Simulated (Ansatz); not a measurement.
Crystal: AlSn.

```
Sn Al
1.0
     4.19811    0.00000    0.00000
    -2.09905    3.63567    0.00000
     0.00000    0.00000    3.30685
Sn Al
1 1
Direct
  0.33333 0.66667 0.50000
  0.00000 0.00000 0.00000
```

The cell comes from a database or a generator and needn't be the stable form of this composition.

A run of Ansatz 0.2.0 on this cell left the log below. Logs are shortened: lines on timing, memory, paths and dates and some standing lists are left out, and cuts for length are marked.

```text
Warning: RAYON_NUM_THREADS=1 ignored (pool sized by the plan → 1); use --threads N
hamiltonian.pseudopotentials.datasets: crystal makes datasets for this crystal and solves the spheres of its atoms anew in each pass: cutoff 240.0 eV, the density's 960.0 eV; for an error of 0.50 meV an atom under PBE, 1.0 meV for the cell; an energy difference from a run of another recipe may be off by several times the error for the cell, under r2SCAN by more, where some 0.1 meV an atom stays at smaller errors; Al in spheres of 1.376 Å, 3 of its electrons in bands; Sn in spheres of 1.376 Å, 14 of its electrons in bands
Engine: ansatz 0.2.0, x86_64-unknown-linux-gnu
Pseudopotentials: kind: all_electron
Pseudopotential: Sn, paw, valence charge 14, recommended cutoff 240 eV (normal), crystal/all_electron/pbesol/scalar/gaussian/Sn, Koelling and Harmon's equation, gaussian nucleus
Pseudopotential: Al, paw, valence charge 3, recommended cutoff 240 eV (normal), crystal/all_electron/pbesol/scalar/gaussian/Al, Koelling and Harmon's equation, gaussian nucleus
Functional definition: PBEsol
  exchange = pbesol_x
  correlation = pbesol_c
Crystal: 2 atoms, lattice volume = 50.472 Å³
Basis set: ecut = 240 eV, 441 PW (Γ), exchange–correlation on 48×48×36 points (8 copies of the dense FFT grid, shifted against one another)
Bands: 13, of which v1, the nominal top of the filled ones, is band 9 counted from 1 (8 counted from 0)
Symmetry: 12 space group operations
Space group: P-6m2 (ITA 187), of the structure as read, at distance tolerance 3.7e-5 Å
k-points: 40 of 392 (time reversal used)
Non-local potential: Sn, projectors of the file, l = 0: 1, l = 1: 1, l = 2: 2
Non-local potential: Al, projectors of the file, l = 0: 1, l = 1: 1
PAW form: soft (Blöchl's): semilocal exchange-correlation on the pseudo side does not see the compensation charge
PAW one-centre angular grid: Sn, 590 points (default); XC on its mesh's 1863 points in the sphere
PAW one-centre angular grid: Al, 110 points (default); XC on its mesh's 2005 points in the sphere
Initial density: superposition of atomic densities (neutral atoms: chi_scale 0, normalization atom)
Initial wavefunctions: pseudopotential atomic-orbital guess
Functional: x = pbesol(κ = 0.804, μ = 0.12345679012345678), c = pbesol(β = 0.046)
iter 1 solved again at ethr=9.53e-4 eV; its pass at ethr=1.00e-1 eV (dr2=1.62e-1 eV) is discarded
SCF iter   1: F=—  HF=-174609.247565 eV  |F-HF|=—  |Δ(HF+E_count)|=         —  Δρ=1.72e-2  dr2=1.69e-1  ethr=9.53e-4  ⟨swp⟩=3.6  Hψ=3017  notcnv=0
preconditioner: auto → none  [insulator: Δε(μ)=0.131 eV  Ē_g=18.033 eV  σ=0.050 eV  W_gap=0.51  n_scr=8 (ndim 8)  ℏωp=21.6 eV  f_vac=0.003  D(μ)=0.32/eV (n_scr^D=0)  ε∞_Penn≈2.4]
SCF iter   2: F=—  HF=-174609.221296 eV  |F-HF|=—  |Δ(HF+E_count)|=   2.63e-2  Δρ=7.99e-3  dr2=3.36e-2  ethr=9.53e-4  ⟨swp⟩=2.0  Hψ=1042  notcnv=0  defer=1
iter 3 solved again at ethr=6.71e-7 eV; its pass at ethr=1.98e-4 eV (dr2=1.14e-4 eV) is discarded
SCF iter   3: F=—  HF=-174609.221473 eV  |F-HF|=—  |Δ(HF+E_count)|=   1.78e-4  Δρ=5.19e-4  dr2=1.20e-4  ethr=6.71e-7  ⟨swp⟩=3.0  Hψ=2909  notcnv=0  defer=1
SCF iter   4: F=—  HF=-174609.221540 eV  |F-HF|=—  |Δ(HF+E_count)|=   6.65e-5  Δρ=1.88e-4  dr2=1.64e-5  ethr=6.71e-7  ⟨swp⟩=3.0  Hψ=996  notcnv=0
SCF iter   5: F=—  HF=-174609.221553 eV  |F-HF|=—  |Δ(HF+E_count)|=   1.27e-5  Δρ=9.62e-5  dr2=1.15e-5  ethr=9.63e-8  ⟨swp⟩=3.0  Hψ=1196  notcnv=0
SCF iter   6: F=—  HF=-174609.221548 eV  |F-HF|=—  |Δ(HF+E_count)|=   4.22e-6  Δρ=1.19e-5  dr2=1.00e-7  ethr=6.76e-8  ⟨swp⟩=3.0  Hψ=990  notcnv=0
SCF iter   7: F=-174609.221548 eV  HF=-174609.221548 eV  |F-HF|=1.83e-9  |Δ(HF+E_count)|=   5.21e-9  Δρ=2.65e-6  dr2=3.59e-9  ethr=5.91e-10  ⟨swp⟩=3.0  Hψ=1020  notcnv=0
SCF 1 converged in 7 iterations: F = -174609.221549 eV  dr2 = 3.59e-9
  Residual-converged pass: ⟨swp⟩=3.0  Hψ=1152  notcnv=0  max |occ|·‖R‖ = 5.3e-6 eV (tolerance 5.3e-6 eV)  dr2=3.84e-9  dr2_onsite=4.80e-9  max |Δocc| = 1.8e-10
  greatest PAW one-centre occupation: 0.989 electrons in one spin orbital (limit 2), on the Sn atom at site 0 (counted from 0), in its partial waves of l = 2
NSCF: frozen V_eff on 43 k-points
SCF converged after 7 iterations
Free energy (F): -174609.221549 eV
Harris-Foulkes:  -174609.221549 eV  (|F-HF|=1.83e-9)
Internal energy: -174609.217605 eV  (E = F + TS)
E sigma→0 (E₀):  -174609.219577 eV
Entropy (-TS):   -0.003944 eV (-1.972 meV/atom)
Past the cutoff: the bands carry plane waves up to 1.75 times it, of which those up to 1.5 times it add -0.000225 eV an atom, each by itself; the spheres take 0.000445 eV an atom off the energy for waves past 1.75 times it
By the cutoff:   a pressure is off by up to 0.007 GPa (1.2 times the spheres' own share and the shells' term, over an atom's volume, and 0.004 GPa: a bound that held against runs at twice the plane waves)
Past the cutoffs: a stress includes 0.0014 GPa for waves and charges beyond them, in addition to the slope of what the spheres take
In the spheres:  the bands' charges fall short by 1.1e-6 e at most (sound up to 1e-3)
Fermi energy:    9.981595 eV
--- Per-component energies (eV) ---
  E_band       = -72.080179
  E_kinetic    = 114.394476
  E_local      = -1278.682001  (includes V_loc(G=0)·N_el)
  E_nonlocal   = 205.973149
  E_hartree    = 601.717214
  E_xc         = -79.063707
  E_vxc        = -97.192956  (∫ρ·V_xc dr)
  E_paw        = -176192.827046  (= ΣΔE_a)
  E_vpaw       = -3484.626455  (= ΣTr[D̂ρ^β])
  E_ewald      = -1245.349068
  E_smearing   = -0.003944  (= −TS)
  E_closure    = 3264.619378  (closes the sum)
  Σ components = -174609.221549   (vs F -174609.221549, Δ=0.00e0)
  The terms above E_closure are by the made datasets' own strengths, without shells solved beside the bands.
--- Forces (eV/Å), atoms counted from 1 ---
  atom   1  Sn     0.00000000     0.00000000     0.00000000
  atom   2  Al    -0.00000000    -0.00000000     0.00000000
  max |Σ_I F_I| component: 2.78e-17 eV/Å
--- Stress (GPa, compression-positive) ---
       -1.853250       0.000000       0.000000
        0.000000      -1.853250       0.000000
        0.000000       0.000000      -1.680246
  P = ⅓ Tr σ = -1.7956 GPa (-17.956 kbar)
--- Band table (eV; the first three rows and the last of 40) ---
  k-point 0: bands = ["-11.3045", "-11.1983", "-11.1983", "-11.1782", "-11.1782", "-0.4823", "9.7653", "9.7653", "10.6645", "12.5734", "13.1044", "13.1044"]
  k-point 1: bands = ["-11.2784", "-11.1972", "-11.1972", "-11.1877", "-11.1877", "-0.2634", "9.9947", "9.9947", "10.1539", "11.2027", "13.2774", "13.2774"]
  k-point 2: bands = ["-11.2151", "-11.2109", "-11.2109", "-11.1941", "-11.1941", "0.3930", "7.6227", "10.6653", "10.6653", "11.6086", "13.7542", "13.7542"]
  k-point 39: bands = ["-11.2545", "-11.2500", "-11.1848", "-11.1770", "-11.1123", "4.4260", "6.0694", "7.0270", "7.7027", "9.3123", "10.3462", "17.0943"]
```

Question: Write the input and the command behind it.

Answer: Band structure with PBEsol, no spin polarisation. The files as run (others can give the same):

input.yaml
```yaml
crystal:
  lattice:
    - [4.1981056157, 0.0, 0.0]
    - [-2.0990528078, 3.6356661109, 0.0]
    - [0.0, 0.0, 3.306847]
  atoms:
    - { symbol: Sn, position: [0.3333333333, 0.6666666667, 0.5] }
    - { symbol: Al, position: [0.0, 0.0, 0.0] }
kpoints:
  mp_grid: { grid: [7, 7, 8] }
  band_path:
    path:
      - [0.0, 0.0, 0.0]
      - [0.5, 0.0, 0.0]
      - [0.3333333333, 0.3333333333, 0.0]
      - [0.0, 0.0, 0.0]
      - [0.0, 0.0, 0.5]
      - [0.5, 0.0, 0.5]
      - [0.3333333333, 0.3333333333, 0.5]
      - [0.0, 0.0, 0.5]
    npoints: 6
scf:
  occupations: { method: fermi_dirac, width: 0.05 }
hamiltonian:
  xc: pbesol
  pseudopotentials: { kind: all_electron, datasets: crystal }
output:
  forces: true
  stress: true
  eigenvalues: true
```

Potentials or basis: all-electron PAW datasets made for the crystal.
The run is started by
```bash
$ ansatz run input.yaml --threads 1 --pin off --max-ram 3072MiB --backend cpu --events-out ev --progress --plain --runs-dir out
```

Caveat: spin-orbit coupling is left out, which moves the levels of the heavy elements.
